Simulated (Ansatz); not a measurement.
This script drives the Ansatz DFT code, driven from Python.

The script, `adiabatic_hko.py`:
```python
# -*- coding: utf-8 -*-
import warnings

import ansatz
import numpy as np

params = {
    "basis": "def2-TZVP",
    "functional": "b3lyp",
    "charge": 1,
}


def main():
    warnings.simplefilter("ignore", ansatz.DeckWarning)

    mol = (
        ansatz.Crystal.molecule()
        .atom("O", [-0.5234, -0.4515, -0.3438])
        .atom("K", [1.476, -0.1261, 0.7969])
        .atom("H", [-0.9636, 0.5128, -0.4663])
    )

    base = (
        mol.calculation()
        .basis(gaussian=params["basis"])
        .functional(params["functional"])
    )
    symbols = [site.symbol for site in mol.cartesian_sites]
    start = np.array([site.position_ang for site in mol.cartesian_sites], dtype=float)
    data = base.relax(force_tolerance=0.01).run(threads=1).report
    end = np.array(data["positions_ang"])

    minimum = ansatz.Crystal.molecule()
    for symbol, place in zip(symbols, end):
        minimum = minimum.atom(symbol, place.tolist())
    ion = minimum.calculation()
    ion = ion.basis(gaussian=params["basis"])
    ion = ion.functional(params["functional"]).charge(params["charge"])
    ion = ion.spin("collinear", total=1)
    vertical = ion.run(threads=1).report
    settled = ion.relax(force_tolerance=0.01, max_steps=80).run(threads=1).report
    print(f"vertical ionisation energy   {vertical['free_energy_ev'] - data['free_energy_ev']:.3f} eV")
    print(f"adiabatic, no zero point     {settled['free_energy_ev'] - data['free_energy_ev']:.3f} eV")
    print(f"relaxation energy of the ion {vertical['free_energy_ev'] - settled['free_energy_ev']:.3f} eV")
    ionised = np.array(settled["positions_ang"])
    print("final positions (A) and the move of each atom")
    for symbol, xyz, old in zip(symbols, ionised, end):
        print(f"{symbol:2s} {xyz[0]:10.5f} {xyz[1]:10.5f} {xyz[2]:10.5f}   {np.linalg.norm(xyz - old):7.4f}")


if __name__ == "__main__":
    main()
```

It is started by `python adiabatic_hko.py`. How long does it take on 1 thread of AMD EPYC 9R14 (Zen 4) (shared host), and how much memory does it need?

It took about 95 s, with a peak of 0.26 GiB, for 3 runs of the engine.

```console
$ python adiabatic_hko.py
vertical ionisation energy   7.640 eV
adiabatic, no zero point     7.263 eV
relaxation energy of the ion 0.377 eV
final positions (A) and the move of each atom
O    -0.50163    0.07117   -0.26691    0.1488
K     1.84551   -0.36612    0.97044    0.3177
H    -1.35488    0.23015   -0.71673    0.1689
```

The energies are electronic: no zero-point or thermal terms, and the basis set is short of its limit. The product may relax into another structure. The relaxation finds the nearest minimum, so the adiabatic value is an upper bound. b3lyp holds the VWN-RPA fit, as in Gaussian; the form of ORCA and Turbomole is b3lyp5.

(Lines on the test bed's own set-up are left out of the output.)
